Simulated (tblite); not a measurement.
# C4H8FNSi2: the cost of one run

Computed with tblite 0.8.0 and PySCF 2.14.0, with density-fitted response routines of our own, on a single molecule in the gas phase. Atoms are numbered from 0 throughout.

## 1. The molecule as given

16 atoms, charge 0, multiplicity 1; geometry from: force field or distance geometry start.

Bonds of the start (Å): N0–C1 1.17, C1–C2 1.45, C2–Si3 1.89, Si3–Si4 2.24, Si4–C5 1.88, C5–C6 1.49, C6–F7 1.39, C6–C2 1.51, C2–H8 1.10, Si3–H9 1.44, Si3–H10 1.45, Si4–H11 1.46, Si4–H12 1.46, C5–H13 1.09, C5–H14 1.11, C6–H15 1.12.

## 2. Geometry optimisation with GFN2-xTB

Job settings and geometry (Å):

```
{"job": {"kind": "relax", "xc": "GFN2-xTB", "basis": "xTB"}, "charge": 0, "multiplicity": 1}
N      1.387200    -2.895000     1.517800
C      0.988200    -2.083200     0.771000
C      0.508200    -1.062500    -0.137300
Si     1.529700     0.518300     0.063200
Si    -0.225500     1.873200    -0.231100
C     -1.405600     0.450300    -0.575200
C     -0.920100    -0.712100     0.212500
F     -1.109500    -0.591800     1.582100
H      0.590000    -1.475300    -1.157700
H      2.496400     0.605300    -1.000400
H      2.085300     0.611500     1.403300
H     -0.063000     2.703500    -1.422300
H     -0.572100     2.617000     0.976800
H     -2.392600     0.790600    -0.248300
H     -1.366200     0.249900    -1.667600
H     -1.538000    -1.590700    -0.098000
```

Run with:

```sh
$ OMP_NUM_THREADS=1 python probes_run.py task.json out
```

The driver reads the jobs from task.json and runs them one after another.

**Question.** How long does this first job take on 1 thread of Intel Xeon Platinum 8488C, shared host?

About 1 s.
